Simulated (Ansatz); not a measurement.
# AlFH4OSi: the cost of one run

Computed with the Python package of Ansatz 0.2.0. Level of theory: PBE/6-31G*.

## Step 1: Starting point

Bond lengths: O1–Si2 1.662 Å, Si2–Al3 2.358 Å, Al3–F4 1.741 Å, O1–H5 1.019 Å, Si2–H6 1.473 Å, Si2–H7 1.501 Å, Al3–H8 1.629 Å. Angles: O1–Si2–Al3 108.1°, O1–Si2–H6 110.7°, O1–Si2–H7 109.1°, Al3–Si2–H6 110.2°, Al3–Si2–H7 109.8°, H6–Si2–H7 108.9°, Si2–O1–H5 107.1°, Si2–Al3–F4 121.4°, Si2–Al3–H8 118.1°, F4–Al3–H8 120.3°.

The script holds or builds the structure itself.

## Step 2: The script

The input, run_spin.py:

```python
'''Vertical spin-state energies of AlFH4OSi.'''

import warnings

import ansatz as az


def main() -> None:
    warnings.simplefilter('ignore', az.DeckWarning)

    alfh4osi = (
        az.Crystal.molecule()
        .atom('O', (-0.6231, 1.515, -0.9605))
        .atom('Si', (0.2289, 0.8323, 0.2928))
        .atom('Al', (0.2421, -1.5053, -0.0177))
        .atom('F', (-0.5019, -2.2394, -1.4098))
        .atom('H', (-1.595, 1.2276, -0.8541))
        .atom('H', (-0.3884, 1.1705, 1.5867))
        .atom('H', (1.6353, 1.3555, 0.2743))
        .atom('H', (1.0943, -2.4132, 1.0324))
    )

    calculation = alfh4osi.calculation()
    calculation = calculation.basis(gaussian='6-31G*').functional('PBE')
    found = {}
    for unpaired in [0, 2]:
        rep = calculation.spin('collinear', total=unpaired).run(threads=1, backend='cpu').report
        s = unpaired / 2
        found[unpaired] = rep['free_energy_ev']
        print(f'2S+1 = {unpaired + 1}: E = {found[unpaired]:.5f} eV, <S^2> = {abs(rep["mean_field"]["state"]["spin_squared"]):.3f} (pure state {s * (s + 1):.2f})')
    lowest = min(found, key=found.get)
    for unpaired, e in found.items():
        print(f'multiplicity {unpaired + 1}: {96.485332 * (e - found[lowest]):.1f} kJ/mol above the lowest')


if __name__ == '__main__':
    main()
```

## Step 3: The run

The run is started by

```bash
$ python run_spin.py
```

Q: Estimate wall time and peak memory on 1 thread of Arm Neoverse V2, shared host.

About 10 s, with a peak of 0.2 GiB.
